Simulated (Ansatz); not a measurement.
# C2H6SiZn: one species, many methods

The task here is to estimate one member of a computed series from the others.

The runs use Ansatz 0.2.0, Gaussian basis; functionals in def2-TZVPP, the program's frozen cores in correlated methods.

Levels to be run: PBE-D4, r2SCAN-D4, PBE0-D4, B3LYP-D4, ωB97X-V, ωB97M-V, B2PLYP; CCSD(T)/def2-TZVPP; MP2/def2-QZVPP; extrapolation to the limit.

## The geometry

An earlier PBE0-D4 in a triple-zeta def2 set relaxation fixed the geometry.

SMILES `C[CH]1[SiH2][Zn]1`, 10 atoms, charge 0, spin multiplicity 1.

Atoms are counted from 1 here; the program's logs count them from 0.

Bond lengths: C1–C2 1.504 Å, C1–H5 1.100 Å, C1–H6 1.092 Å, C1–H7 1.095 Å, C2–Si3 1.944 Å, C2–Zn4 2.028 Å, C2–H8 1.102 Å, Si3–Zn4 2.331 Å, Si3–H9 1.502 Å, Si3–H10 1.496 Å. Angles: C2–C1–H5 111.5°, C2–C1–H6 111.7°, C2–C1–H7 111.7°, H5–C1–H6 107.3°, H5–C1–H7 106.7°, H6–C1–H7 107.7°, C1–C2–Si3 119.8°, C1–C2–Zn4 145.7°, C1–C2–H8 111.1°, Si3–C2–Zn4 71.8°, Si3–C2–H8 107.5°, Zn4–C2–H8 93.1°, C2–Si3–Zn4 55.8°, C2–Si3–H9 119.0°, C2–Si3–H10 107.9°, Zn4–Si3–H9 152.5°, Zn4–Si3–H10 101.8°, H9–Si3–H10 105.1° and more.

Coordinates:

```
C    -0.9056    0.9763   -0.1911
C    -0.4333   -0.4514   -0.2021
Si    1.3620   -0.8791    0.4083
Zn    0.2755   -1.9728   -1.3397
H    -0.9044    1.3928    0.8271
H    -0.2692    1.6177   -0.8041
H    -1.9298    1.0671   -0.5675
H    -1.1331   -1.1058    0.3424
H     1.7009   -0.6957    1.8601
H     2.3202   -0.0003   -0.3306
```

Set-up of the first run:

Contents of in.yaml:

```yaml
crystal:
  periodic: [false, false, false]
  atoms:
    - {symbol: C, position_ang: [-0.905606, 0.976301, -0.191088]}
    - {symbol: C, position_ang: [-0.433276, -0.451428, -0.202112]}
    - {symbol: Si, position_ang: [1.361965, -0.879133, 0.408350]}
    - {symbol: Zn, position_ang: [0.275540, -1.972835, -1.339745]}
    - {symbol: H, position_ang: [-0.904419, 1.392824, 0.827137]}
    - {symbol: H, position_ang: [-0.269190, 1.617746, -0.804063]}
    - {symbol: H, position_ang: [-1.929792, 1.067122, -0.567478]}
    - {symbol: H, position_ang: [-1.133133, -1.105823, 0.342376]}
    - {symbol: H, position_ang: [1.700866, -0.695712, 1.860107]}
    - {symbol: H, position_ang: [2.320245, -0.000262, -0.330584]}
basis:
  gaussian: {orbitals: def2-TZVPP}
hamiltonian: {xc: pbe, dispersion: d4}
output: {forces: true, orbitals: {seedname: orbitals}}
```

The run is started by

```bash
$ ansatz run in.yaml --threads 4 --pin off --events-out ev --progress --plain --max-ram 10444MiB
```

Among the steps run: PBE-D4 (GGA); r2SCAN-D4 (meta-GGA); PBE0-D4 (hybrid); B3LYP-D4 (hybrid); ωB97X-V (range-separated); ωB97M-V (range-separated); B2PLYP (double hybrid); CCSD(T) in def2-TZVPP; MP2 in def2-QZVPP.

One of the session's tables, all rows but one given; the rest of the session is left out.

| method | atomisation energy (kJ/mol) |
| --- | --- |
| PBE-D4 | 3119.7 |
| r2SCAN-D4 | 3092.6 |
| PBE0-D4 | 3078.4 |
| B3LYP-D4 | 3049.7 |
| ωB97X-V | 3063.8 |
| ωB97M-V | 3058.9 |
| B2PLYP | ? |
| HF/def2-TZVPP | 2196.7 |
| MP2/def2-TZVPP | 3015.4 |
| CCSD/def2-TZVPP | 2935.2 |
| CCSD(T)/def2-TZVPP | 2990.8 |
| MP2/CBS | 3087.5 |
| CCSD(T)/CBS | 3062.9 |

Q: Estimate the row for B2PLYP from the others.

**Answer.** atomisation energy (kJ/mol): 3019.8. In the column «atomisation energy (kJ/mol)» it lies between MP2/def2-TZVPP (3015.4) and B3LYP-D4 (3049.7).
